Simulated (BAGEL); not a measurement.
# CH5ClGe (SMILES [CH3][GeH2][Cl]): HF/3-21G (density fitting with qzvpp-jkfit)

What is the vertical singlet–triplet gap of CH5ClGe at HF/3-21G (density fitting with qzvpp-jkfit)? 

The calculation is run with BAGEL 1.2.2.

4 further runs of the same task are left out: 1 that didn't finish, 3 set aside as unsound or not needed.

### Step 1. Starting point

The species is CH5ClGe (8 atoms), meant as a singlet with charge 0. As SMILES, `[CH3][GeH2][Cl]`. The coordinates come from a PBE0-D4/def2-TZVP relaxation.

Bond lengths: C1–Ge2 1.940 Å, Ge2–Cl3 2.165 Å, C1–H4 1.090 Å, C1–H5 1.090 Å, C1–H6 1.092 Å, Ge2–H7 1.536 Å, Ge2–H8 1.536 Å. Some angles: C1–Ge2–Cl3 107.5°, C1–Ge2–H7 112.8°, C1–Ge2–H8 112.8°, Cl3–Ge2–H7 106.2°, Cl3–Ge2–H8 106.2°, Ge2–C1–H4 109.8°, Ge2–C1–H5 109.8°, Ge2–C1–H6 109.9°, H7–Ge2–H8 110.9°, H4–C1–H5 109.1°.

### Step 2. A single-point energy at HF/3-21G (density fitting with qzvpp-jkfit)

Input file input.json:

```json
{ "bagel" : [

{
  "title" : "molecule",
  "basis" : "3-21g",
  "df_basis" : "qzvpp-jkfit",
  "angstrom" : "true",
  "geometry" : [
    { "atom" : "C", "xyz" : [   -0.555000,    0.817400,   -0.373800 ] },
    { "atom" : "Ge", "xyz" : [    0.403000,   -0.782100,    0.161800 ] },
    { "atom" : "Cl", "xyz" : [    1.611700,   -0.270600,    1.883000 ] },
    { "atom" : "H", "xyz" : [    0.153800,    1.604500,   -0.630700 ] },
    { "atom" : "H", "xyz" : [   -1.187600,    1.161200,    0.444500 ] },
    { "atom" : "H", "xyz" : [   -1.180600,    0.603500,   -1.242400 ] },
    { "atom" : "H", "xyz" : [    1.379600,   -1.278900,   -0.914600 ] },
    { "atom" : "H", "xyz" : [   -0.532600,   -1.912100,    0.616400 ] }
  ]
},
{ "title" : "hf", "charge" : 0 },
{ "title" : "print", "file" : "orbitals.molden", "orbitals" : "true" }

]}
```

Started as:

```
$ BAGEL_NUM_THREADS=1 BAGEL input.json > input.out
```

Standard output:

```text
* using 1 threads per process

  ===============================================================
  ===============================================================

  *** Geometry ***

  { "atom" : "C", "xyz" : [     -1.048798,      1.544662,     -0.706380 ] },
  { "atom" : "Ge", "xyz" : [      0.761560,     -1.477955,      0.305758 ] },
  { "atom" : "Cl", "xyz" : [      3.045672,     -0.511360,      3.558354 ] },
  { "atom" : "H", "xyz" : [      0.290640,      3.032066,     -1.191850 ] },
  { "atom" : "H", "xyz" : [     -2.244239,      2.194350,      0.839983 ] },
  { "atom" : "H", "xyz" : [     -2.231011,      1.140450,     -2.347796 ] },
  { "atom" : "H", "xyz" : [      2.607066,     -2.416771,     -1.728344 ] },
  { "atom" : "H", "xyz" : [     -1.006468,     -3.613345,      1.164827 ] },

  Number of auxiliary basis functions:      559

  Since a DF basis is specified, we compute 2- and 3-index integrals:
    o Being stored without compression. Storage requirement is 0.013 GB

  Number of basis functions:       54
  Number of electrons      :       60

    * METHOD: MOLECULE                             0.22

  *** RHF ***

  === Nuclear Repulsion ===
   270.1214696074

      * DIIS with orbital gradients will be used.

  === RHF iteration (3-21g) ===
      0      -2563.18116261          0.01287914           0.05
      1      -2563.23662485          0.00416338           0.05
      2      -2563.24274151          0.00094688           0.05
      3      -2563.24308358          0.00011632           0.05
      4      -2563.24309116          0.00003252           0.05
      5      -2563.24309230          0.00000926           0.05
      6      -2563.24309237          0.00000176           0.05
      7      -2563.24309237          0.00000032           0.05
      8      -2563.24309237          0.00000007           0.05
      9      -2563.24309237          0.00000002           0.05
     10      -2563.24309237          0.00000001           0.07
    * SCF iteration converged.

    * Permanent dipole moment:
           (    0.899908,     0.059396,     1.148231) a.u.

    * METHOD: HF                                   0.70

    * METHOD: PRINT                                0.00

  ===============================================================
```

Run time: 1.3 s. Hardware: 1 thread of Intel Xeon 6975P-C (Granite Rapids), shared host; peak memory 0.1 GiB.

### Step 3. The triplet, same level

Input file hf.json:

```json
{ "bagel": [

{
  "title": "molecule",
  "basis": "3-21g",
  "df_basis": "qzvpp-jkfit",
  "angstrom": "true",
  "geometry": [
    { "atom": "C", "xyz": [   -0.555000,    0.817400,   -0.373800 ] },
    { "atom": "Ge", "xyz": [    0.403000,   -0.782100,    0.161800 ] },
    { "atom": "Cl", "xyz": [    1.611700,   -0.270600,    1.883000 ] },
    { "atom": "H", "xyz": [    0.153800,    1.604500,   -0.630700 ] },
    { "atom": "H", "xyz": [   -1.187600,    1.161200,    0.444500 ] },
    { "atom": "H", "xyz": [   -1.180600,    0.603500,   -1.242400 ] },
    { "atom": "H", "xyz": [    1.379600,   -1.278900,   -0.914600 ] },
    { "atom": "H", "xyz": [   -0.532600,   -1.912100,    0.616400 ] }
  ]
},
{
  "title": "uhf",
  "nopen": 2
},
{
  "title": "print",
  "file": "orbitals.molden",
  "orbitals": "true"
}

]}
```

Started as:

```
$ BAGEL_NUM_THREADS=1 BAGEL hf.json > hf.out
```

Standard output:

```text
* using 1 threads per process

  ===============================================================
  ===============================================================

  *** Geometry ***

  { "atom" : "C", "xyz" : [     -1.048798,      1.544662,     -0.706380 ] },
  { "atom" : "Ge", "xyz" : [      0.761560,     -1.477955,      0.305758 ] },
  { "atom" : "Cl", "xyz" : [      3.045672,     -0.511360,      3.558354 ] },
  { "atom" : "H", "xyz" : [      0.290640,      3.032066,     -1.191850 ] },
  { "atom" : "H", "xyz" : [     -2.244239,      2.194350,      0.839983 ] },
  { "atom" : "H", "xyz" : [     -2.231011,      1.140450,     -2.347796 ] },
  { "atom" : "H", "xyz" : [      2.607066,     -2.416771,     -1.728344 ] },
  { "atom" : "H", "xyz" : [     -1.006468,     -3.613345,      1.164827 ] },

  Number of auxiliary basis functions:      559

  Since a DF basis is specified, we compute 2- and 3-index integrals:
    o Being stored without compression. Storage requirement is 0.013 GB

  Number of basis functions:       54
  Number of electrons      :       60

    * METHOD: MOLECULE                             0.28

  *** Open-shell HF ***

  === Nuclear Repulsion ===
   270.1214696074

      * DIIS with orbital gradients will be used.

  === UHF iteration (3-21g) ===
      0      -2562.84090568          0.02768808           0.14
      1      -2562.92398798          0.01154419           0.14
      2      -2562.94396425          0.00572464           0.15
      3      -2562.95177466          0.00258390           0.13
      4      -2562.95853206          0.00251723           0.13
      5      -2562.96307641          0.00242776           0.12
      6      -2562.97378917          0.00346716           0.13
      7      -2562.97672344          0.00146614           0.13
      8      -2562.97742643          0.00037983           0.12
      9      -2562.97760638          0.00016055           0.12
     10      -2562.97764385          0.00009143           0.15
     11      -2562.97766476          0.00001370           0.13
     12      -2562.97766548          0.00000478           0.12
     13      -2562.97766551          0.00000250           0.12
     14      -2562.97766554          0.00000106           0.12
     15      -2562.97766554          0.00000051           0.10
     16      -2562.97766554          0.00000038           0.10
     17      -2562.97766554          0.00000031           0.10
     18      -2562.97766554          0.00000023           0.10
     19      -2562.97766554          0.00000016           0.10
     20      -2562.97766554          0.00000007           0.10
     21      -2562.97766554          0.00000006           0.10
     22      -2562.97766554          0.00000005           0.10
     23      -2562.97766554          0.00000005           0.10
     24      -2562.97766554          0.00000005           0.11
     25      -2562.97766554          0.00000005           0.10
     26      -2562.97766554          0.00000005           0.10
     27      -2562.97766554          0.00000005           0.10
     28      -2562.97766554          0.00000005           0.10
     29      -2562.97766554          0.00000004           0.10
     30      -2562.97766554          0.00000004           0.10
     31      -2562.97766554          0.00000002           0.11
     32      -2562.97766554          0.00000001           0.10
     33      -2562.97766554          0.00000001           0.10
    * SCF iteration converged.

    * S^2 (UHF) is 2.0067

    * Permanent dipole moment:
           (   -0.397549,    -0.436698,    -0.677199) a.u.

    * METHOD: UHF                                  4.08

    * METHOD: PRINT                                0.00

  ===============================================================
```

Wall time 4.8 s (1 thread of Intel Xeon 6975P-C (Granite Rapids), shared host); peak memory 0.1 GiB.

### Step 4. Results

At HF/3-21G (density fitting with qzvpp-jkfit):

| quantity | value |
| --- | --- |
| singlet: total energy | -2563.24309 Eh |
| singlet: dipole moment | 3.71 D |
| singlet: HOMO energy | -11.70 eV |
| singlet: LUMO energy | 3.31 eV |
| singlet: HOMO–LUMO gap | 15.01 eV |
| triplet: total energy | -2562.97767 Eh |
| triplet: dipole moment | 2.28 D |
| triplet: ⟨S²⟩ | 2.007 |
| vertical energy of the triplet above the singlet | 7.223 eV |

**Reading.** At this shape the triplet lies 7.22 eV (167 kcal/mol) above the singlet.
